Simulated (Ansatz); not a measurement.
Task: a comparison of dispersion corrections of CH5NSSi, SMILES CS[Si]N, with the Ansatz DFT code, driven from Python. Give the script and its output. Level of theory (for the species named): BLYP, def2-SVP basis, multiplicity 1, D3BJ dispersion.

Input file `ch5nssi.xyz`:
```text
9

C    -0.49950    0.45350   -1.74890
S     0.17690    0.73610   -0.12690
Si   -0.07840   -1.16210    0.81060
N     0.72810   -0.86430    2.34480
H    -0.47490    1.42420   -2.34430
H    -1.60390    0.24090   -1.67900
H     0.01290   -0.27860   -2.30790
H     1.64710   -0.52580    2.20720
H     0.18020   -0.07020    2.82730
```

Script `disp_ch5nssi.py`:
```python
# -*- coding: utf-8 -*-
"""Dispersion corrections for CH5NSSi."""

import warnings

import ansatz

warnings.simplefilter("ignore", ansatz.DeckWarning)

system = ansatz.Crystal.molecule_from_extxyz("ch5nssi.xyz")

model = system.calculation().basis(gaussian="def2-SVP")
for name in ["blyp", "b3lyp"]:
    for correction in ("d3bj", "d4"):
        report = model.functional(name, dispersion=correction).run().report
        print(f"{name:8s} {correction:5s} total {report['free_energy_ev']:.5f} eV, of which dispersion {1000 * report['dispersion']['energy']['ev']:.2f} meV")
```

```console
$ python disp_ch5nssi.py
blyp     d3bj  total -21312.50842 eV, of which dispersion -482.87 meV
blyp     d4    total -21312.48774 eV, of which dispersion -462.19 meV
b3lyp    d3bj  total -21314.86181 eV, of which dispersion -398.15 meV
b3lyp    d4    total -21314.80444 eV, of which dispersion -340.77 meV
```

What to keep in mind:
- Total energies depend on the basis set; only differences at equal settings carry meaning.
- The geometry is a force-field or estimated start, not a minimum of this method, and the basis set is short of its limit. D4 holds the three-body term, and d3bj doesn't.
- b3lyp holds the VWN-RPA fit, as in Gaussian; the form of ORCA and Turbomole is b3lyp5.
- Hardware and time: 11 s on 1 thread of Arm Neoverse V2, on a shared host, peak memory 0.22 GiB.
